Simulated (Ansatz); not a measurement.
# AlF2HO: molecular dynamics

Purpose: to follow the molecule's vibrations and see whether its bonds hold. The start is relaxed first. Runs: 300 steps of 1 fs at constant energy, with velocities drawn for 300 K. SMILES of the start: [OH][Al]([F])[F].

Program: Ansatz 0.2.0. Level of theory: RKS B3LYP-D4/def2-SVP. These are calculated values, not measurements.

**1. Starting point**

Bond lengths: O1–Al2 1.780 Å, Al2–F3 1.769 Å, Al2–F4 1.745 Å, O1–H5 1.020 Å. Angles: O1–Al2–F3 118.8°, O1–Al2–F4 122.8°, F3–Al2–F4 118.4°, Al2–O1–H5 106.8°.

As a file:

```xyz
5

O    -0.4461    1.2598    0.2801
Al    0.0432   -0.4467    0.1437
F     1.6588   -0.9171    0.6900
F    -0.9897   -1.6731   -0.5460
H    -0.2164    1.7035   -0.6092
```

**2. Preparing the start**

input.yaml

```yaml
crystal:
  periodic: [false, false, false]
  atoms:
    - { symbol: O, position_ang: [-0.4461, 1.2598, 0.2801] }
    - { symbol: Al, position_ang: [0.0432, -0.4467, 0.1437] }
    - { symbol: F, position_ang: [1.6588, -0.9171, 0.69] }
    - { symbol: F, position_ang: [-0.9897, -1.6731, -0.546] }
    - { symbol: H, position_ang: [-0.2164, 1.7035, -0.6092] }
basis:
  gaussian: { orbitals: def2-SVP }
hamiltonian:
  xc: b3lyp
  dispersion: d4
relax:
  f_tol: 0.02
  max_steps: 40
scf:
  lower_state_search: "off"
```

Launch:

```
> ansatz run input.yaml --threads 1 --pin off --max-ram 2048MiB --backend cpu --events-out ev --progress --plain --runs-dir out
```

Log, cut to the lines that bear on the results:

```text
Warning: RAYON_NUM_THREADS=1 ignored (pool sized by the plan → 1); use --threads N
[...]
Functional definition: B3LYP
[...]
630 factors; integrals over basis functions are off by at most 3.6e-4 eV
[...]
mean field -14091.16287925 eV, -517.8406844792 hartree, gradient 3.8e-6 eV, S^2 0.000000; 0 other end points of the search recorded, 0 dependent functions left out
[...]
reference -14091.16309480 eV, -517.8406924004 hartree; 20, 20 occupied and 45, 45 virtual orbitals, 630 factors
relax step   1: F+E_penalty+E_count = -14091.27023020 eV  Δ(F+E_penalty+E_count) = +0.000e0 eV  max|allowed force component| = 2.637e0 eV/Å  Δτ_max = 0.0000 Å  (13 SCF iters, accepted)
[...]
relax step   7: F+E_penalty+E_count = -14091.92736280 eV  Δ(F+E_penalty+E_count) = -1.071e-2 eV  max|allowed force component| = 4.543e-2 eV/Å  Δτ_max = 0.0234 Å  (19 SCF iters, accepted)
[...]
relax step   8: F+E_penalty+E_count = -14091.92787299 eV  Δ(F+E_penalty+E_count) = -5.102e-4 eV  max|allowed force component| = 1.998e-2 eV/Å  Δτ_max = 0.0192 Å  (19 SCF iters, accepted)
Total energy: -14091.92808241 eV, -517.8688051765 hartree
Atom 0 at     0.007441     1.227337    -0.017062 Å, force    -0.001112     0.012482    -0.000725 eV/Å
Atom 1 at     0.179740    -0.441632     0.091247 Å, force     0.004528    -0.019980     0.002716 eV/Å
Atom 2 at     1.506275    -1.060152     0.852791 Å, force     0.001595    -0.001208     0.000919 eV/Å
Atom 3 at    -0.926531    -1.500015    -0.534525 Å, force    -0.000235     0.006057    -0.000176 eV/Å
Atom 4 at    -0.717123     1.700862    -0.433851 Å, force    -0.004777     0.002648    -0.002735 eV/Å
Dipole moment:    -0.287795     0.312094    -0.166286 e Å
Checks for a lower state left out: stability, starts, cluster_reference, orbital_swaps, neighbouring_geometries, increment
```

Run time: 11 s. Hardware: 1 thread of Arm Neoverse V1, shared host; peak memory 0.12 GiB.

Relaxation path:

```csv
step,energy from step 1 (eV),largest force component (eV/Å)
1,0.0000,2.6367
2,-0.2625,1.6456
3,-0.4847,0.6362
4,-0.5808,0.6455
5,-0.6436,0.2077
6,-0.6464,0.7776
7,-0.6571,0.0454
8,-0.6576,0.0200
```

Step 1 is the start.

After: Bond lengths: O1–Al2 1.681 Å, Al2–F3 1.650 Å, Al2–F4 1.654 Å, O1–H5 0.961 Å. Angles: O1–Al2–F3 119.0°, O1–Al2–F4 122.8°, F3–Al2–F4 118.2°, Al2–O1–H5 126.5°.

**3. Dynamics**

300 steps of 1 fs at constant energy, with velocities drawn for 300 K, from the relaxed start.

input.yaml

```yaml
crystal:
  periodic: [false, false, false]
  atoms:
    - { symbol: O, position_ang: [0.007441, 1.227337, -0.017062] }
    - { symbol: Al, position_ang: [0.17974, -0.441632, 0.091247] }
    - { symbol: F, position_ang: [1.506275, -1.060152, 0.852791] }
    - { symbol: F, position_ang: [-0.926531, -1.500015, -0.534525] }
    - { symbol: H, position_ang: [-0.717123, 1.700862, -0.433851] }
basis:
  gaussian: { orbitals: def2-SVP }
hamiltonian:
  xc: b3lyp
  dispersion: d4
md:
  timestep: 1.0
  n_steps: 300
  ensemble: nve
  temperature: 300.0
  initial_velocities: maxwell_boltzmann
  seed: 990720
scf:
  lower_state_search: "off"
```

Launch:

```
> ansatz run input.yaml --threads 1 --pin off --max-ram 2048MiB --backend cpu --events-out ev --progress --plain --runs-dir out
```

Log, cut to the lines that bear on the results:

```text
Warning: RAYON_NUM_THREADS=1 ignored (pool sized by the plan → 1); use --threads N
[...]
[... 1 set-up line as earlier in the session ...]
[...]
632 factors; integrals over basis functions are off by at most 3.1e-4 eV
[...]
mean field -14091.81618621 eV, -517.8646930672 hartree, gradient 3.2e-6 eV, S^2 0.000000; 0 other end points of the search recorded, 0 dependent functions left out
[...]
reference -14091.81639577 eV, -517.8647007683 hartree; 20, 20 occupied and 45, 45 virtual orbitals, 632 factors
md step     0: t =     0.00 fs  T =   300.0 K  F+E_penalty+E_count = -14091.92786383 eV  E_kin = 0.116334 eV  conserved = -14091.81152983 eV  (13 SCF iters)
[...]
md step    17: t =    17.00 fs  T =   222.0 K  F+E_penalty+E_count = -14091.89747590 eV  E_kin = 0.086089 eV  conserved = -14091.81138645 eV  (19 SCF iters, 3 dispersion substeps)
[...]
md step    34: t =    34.00 fs  T =   147.9 K  F+E_penalty+E_count = -14091.86832539 eV  E_kin = 0.057362 eV  conserved = -14091.81096321 eV  (19 SCF iters, 3 dispersion substeps)
[...]
md step    51: t =    51.00 fs  T =   197.5 K  F+E_penalty+E_count = -14091.88657363 eV  E_kin = 0.076572 eV  conserved = -14091.81000165 eV  (19 SCF iters, 3 dispersion substeps)
[...]
md step    68: t =    68.00 fs  T =   230.1 K  F+E_penalty+E_count = -14091.89820074 eV  E_kin = 0.089234 eV  conserved = -14091.80896661 eV  (20 SCF iters, 3 dispersion substeps)
md step    69: t =    69.00 fs  T =   226.6 K  F+E_penalty+E_count = -14091.89616972 eV  E_kin = 0.087852 eV  conserved = -14091.80831762 eV  (20 SCF iters, 3 dispersion substeps)
md step    70: t =    70.00 fs  T =   262.6 K  F+E_penalty+E_count = -14091.91271207 eV  E_kin = 0.101819 eV  conserved = -14091.81089284 eV  (20 SCF iters, 3 dispersion substeps)
```

**4. The log goes on: dynamics from the start**

Output, continued, cut to the lines that bear on the results:

```text
md step    71: t =    71.00 fs  T =   263.7 K  F+E_penalty+E_count = -14091.91334190 eV  E_kin = 0.102239 eV  conserved = -14091.81110272 eV  (19 SCF iters, 3 dispersion substeps)
[...]
md step    93: t =    93.00 fs  T =    72.2 K  F+E_penalty+E_count = -14091.83656579 eV  E_kin = 0.027996 eV  conserved = -14091.80856977 eV  (20 SCF iters, 3 dispersion substeps)
[...]
md step   115: t =   115.00 fs  T =   105.2 K  F+E_penalty+E_count = -14091.84986242 eV  E_kin = 0.040778 eV  conserved = -14091.80908425 eV  (20 SCF iters, 3 dispersion substeps)
[...]
md step   137: t =   137.00 fs  T =   267.0 K  F+E_penalty+E_count = -14091.91490750 eV  E_kin = 0.103545 eV  conserved = -14091.81136215 eV  (19 SCF iters, 3 dispersion substeps)
[...]
md step   159: t =   159.00 fs  T =   128.5 K  F+E_penalty+E_count = -14091.85915775 eV  E_kin = 0.049838 eV  conserved = -14091.80931937 eV  (19 SCF iters, 3 dispersion substeps)
md step   160: t =   160.00 fs  T =    88.0 K  F+E_penalty+E_count = -14091.84198541 eV  E_kin = 0.034128 eV  conserved = -14091.80785702 eV  (20 SCF iters, 3 dispersion substeps)
```

**5. More of the same log: dynamics from the start**

The log, continued, cut to the lines that bear on the results:

```text
md step   161: t =   161.00 fs  T =   102.1 K  F+E_penalty+E_count = -14091.84999017 eV  E_kin = 0.039591 eV  conserved = -14091.81039952 eV  (20 SCF iters, 3 dispersion substeps)
[...]
md step   180: t =   180.00 fs  T =    68.6 K  F+E_penalty+E_count = -14091.83503063 eV  E_kin = 0.026607 eV  conserved = -14091.80842388 eV  (20 SCF iters, 3 dispersion substeps)
[...]
md step   199: t =   199.00 fs  T =   150.2 K  F+E_penalty+E_count = -14091.86878207 eV  E_kin = 0.058231 eV  conserved = -14091.81055092 eV  (20 SCF iters, 3 dispersion substeps)
[...]
md step   218: t =   218.00 fs  T =    82.5 K  F+E_penalty+E_count = -14091.83963480 eV  E_kin = 0.031997 eV  conserved = -14091.80763779 eV  (20 SCF iters, 3 dispersion substeps)
[...]
md step   299: t =   299.00 fs  T =   147.5 K  F+E_penalty+E_count = -14091.86847364 eV  E_kin = 0.057198 eV  conserved = -14091.81127596 eV  (19 SCF iters, 3 dispersion substeps)
[...]
md step   300: t =   300.00 fs  T =    95.4 K  F+E_penalty+E_count = -14091.84600896 eV  E_kin = 0.036997 eV  conserved = -14091.80901154 eV  (19 SCF iters, 3 dispersion substeps)
Total energy: -14091.84621794 eV, -517.8657967127 hartree
Atom 0 at    -0.043633     1.248216    -0.028409 Å, force     1.228266    -0.370282     0.661055 eV/Å
Atom 1 at     0.222365    -0.398966     0.096714 Å, force    -1.437368    -0.986248    -0.661364 eV/Å
Atom 2 at     1.468083    -1.136580     0.844017 Å, force     0.700791     0.009065     0.361168 eV/Å
Atom 3 at    -0.902553    -1.498574    -0.522764 Å, force     0.583652     0.720774     0.263257 eV/Å
Atom 4 at    -0.779525     1.640738    -0.456383 Å, force    -1.075340     0.626691    -0.624117 eV/Å
Dipole moment:    -0.189204     0.388192    -0.152670 e Å
Checks for a lower state left out: stability, starts, cluster_reference, orbital_swaps, neighbouring_geometries, increment
```

Run time: 5.7 min. Hardware: 1 thread of Arm Neoverse V1, shared host; peak memory 0.1 GiB.

**6. The trajectory**

One step in 12; energies are changes from step 0:

| time (fs) | T (K) | potential energy change (meV/atom) | total energy change (meV/atom) |
| --- | --- | --- | --- |
| 0.0 | 300 | 0.0 | 0.00 |
| 12.0 | 182 | 9.2 | 0.08 |
| 24.0 | 78 | 17.6 | 0.43 |
| 36.0 | 117 | 14.7 | 0.53 |
| 48.0 | 108 | 15.5 | 0.66 |
| 60.0 | 122 | 14.5 | 0.72 |
| 72.0 | 216 | 7.0 | 0.48 |
| 84.0 | 205 | 7.5 | 0.13 |
| 96.0 | 76 | 17.5 | 0.17 |
| 108.0 | 138 | 12.6 | 0.03 |
| 120.0 | 235 | 5.1 | 0.01 |
| 132.0 | 163 | 10.9 | 0.33 |
| 144.0 | 155 | 11.7 | 0.47 |
| 156.0 | 162 | 11.3 | 0.61 |
| 168.0 | 61 | 19.3 | 0.76 |
| 180.0 | 69 | 18.6 | 0.62 |
| 192.0 | 212 | 7.1 | 0.24 |
| 204.0 | 216 | 6.6 | 0.16 |
| 216.0 | 137 | 12.7 | 0.08 |
| 228.0 | 182 | 9.2 | 0.02 |
| 240.0 | 170 | 10.3 | 0.25 |
| 252.0 | 81 | 17.4 | 0.44 |
| 264.0 | 146 | 12.6 | 0.63 |
| 276.0 | 203 | 8.3 | 0.72 |
| 288.0 | 91 | 16.9 | 0.66 |
| 300.0 | 95 | 16.4 | 0.50 |

time (fs), T (K) and a bar:
```
      0.0        300 ##############################
     13.0        187 ################
     26.0         65 #
     39.0         77 ###
     52.0        180 ###############
     65.0        180 ###############
     78.0        130 #########
     91.0        149 ############
    104.0        176 ###############
    117.0        171 ##############
    130.0        119 ########
    143.0        159 #############
    157.0        184 ################
    170.0        152 ############
    183.0        111 #######
    196.0        162 #############
    209.0        234 ######################
    222.0        143 ###########
    235.0         54 
    248.0         98 #####
    261.0        233 ######################
    274.0        239 #######################
    287.0        111 #######
    300.0         95 #####
```

Maxima of the velocity power spectrum (cm⁻¹, relative height; resolution about 220 cm⁻¹): 250 (100), 560 (10), 970 (89), 4030 (50).

**7. Positions and forces**

Extended XYZ, with forces in eV/Å:

```xyz
5
time_fs=38.0 T=127 dE=0.0679
O    -0.070    1.247   -0.066   -0.178    0.123   -0.136
Al    0.195   -0.412    0.122    0.670    0.093    0.188
F     1.509   -1.154    0.843   -0.468    0.636   -0.185
F    -0.882   -1.462   -0.519   -0.540   -0.472   -0.261
H    -0.794    1.660   -0.572    0.516   -0.380    0.394
5
time_fs=75.0 T=194 dE=0.0413
O     0.019    1.234   -0.006   -0.136   -0.533   -0.070
Al    0.172   -0.463    0.066    1.276    0.816    0.896
F     1.526   -1.043    0.877   -0.758    0.191   -0.523
F    -0.941   -1.490   -0.536   -0.468   -0.504   -0.300
H    -0.776    1.653   -0.355    0.087    0.030   -0.004
5
time_fs=112.0 T=100 dE=0.0779
O     0.064    1.214    0.026   -0.201   -0.253   -0.176
Al    0.139   -0.476    0.064    1.706    1.243    1.008
F     1.521   -0.992    0.863   -0.723   -0.084   -0.415
F    -0.941   -1.514   -0.544   -0.778   -0.779   -0.455
H    -0.544    1.817   -0.410   -0.005   -0.126    0.038
5
time_fs=150.0 T=165 dE=0.0529
O    -0.021    1.251   -0.044    0.528   -0.585    0.377
Al    0.168   -0.424    0.109    1.306    0.709    0.545
F     1.497   -1.121    0.839   -0.406    0.463   -0.156
F    -0.875   -1.484   -0.522   -1.014   -0.827   -0.534
H    -0.758    1.695   -0.449   -0.413    0.240   -0.232
5
time_fs=188.0 T=173 dE=0.0515
O    -0.046    1.242   -0.038   -0.901    0.065   -0.443
Al    0.208   -0.433    0.087    0.489    0.312    0.438
F     1.506   -1.119    0.868   -0.248    0.328   -0.215
F    -0.912   -1.457   -0.526   -0.411   -0.431   -0.274
H    -0.895    1.540   -0.450    1.071   -0.274    0.493
5
time_fs=225.0 T=207 dE=0.0365
O     0.035    1.196    0.016    0.502   -0.424    0.309
Al    0.172   -0.473    0.080    0.017    0.261    0.069
F     1.525   -1.000    0.869   -0.141   -0.268   -0.085
F    -0.966   -1.493   -0.563    0.207   -0.020    0.092
H    -0.563    1.775   -0.430   -0.585    0.450   -0.386
5
time_fs=262.0 T=219 dE=0.0323
O     0.063    1.235    0.003   -0.734    0.503   -0.264
Al    0.155   -0.436    0.103   -0.501   -0.497   -0.523
F     1.488   -1.037    0.836    0.371   -0.261    0.270
F    -0.922   -1.541   -0.556    0.362    0.582    0.305
H    -0.678    1.758   -0.351    0.502   -0.328    0.211
5
time_fs=300.0 T=95 dE=0.0819
O    -0.044    1.248   -0.028    1.228   -0.370    0.661
Al    0.222   -0.399    0.097   -1.437   -0.986   -0.661
F     1.468   -1.137    0.844    0.701    0.009    0.361
F    -0.903   -1.499   -0.523    0.584    0.721    0.263
H    -0.779    1.641   -0.456   -1.075    0.627   -0.624
```

**8. What came out**

| quantity | value |
| --- | --- |
| relaxation of the start | 7 moves, 0.658 eV lower |
| length | 300 steps of 1 fs |
| temperature, first and last step | 300 and 95 K |
| temperature, second half | mean 149 K, from 27 to 271 K |
| potential energy, second half | +12 meV/atom from the start |
| largest change of the total energy | 0.78 meV/atom |
| bonds formed or broken | 0 |

What this shows: The temperature starts at 300 K and averages 149 K in the second half, where it ranges from 27 to 271 K; a mean near half the start is what vibrations about a minimum give, since they share energy equally between motion and strain. The total energy strays from its start by at most 0.78 meV/atom, 6.6 % of the mean kinetic energy, which is poor: the step of 1 fs is too long for the fastest motion. The bonding pattern survives the run. Averages from a run of 300 fs with 5 atoms are rough. The nuclei move classically, without zero-point motion, which matters most for hydrogen.
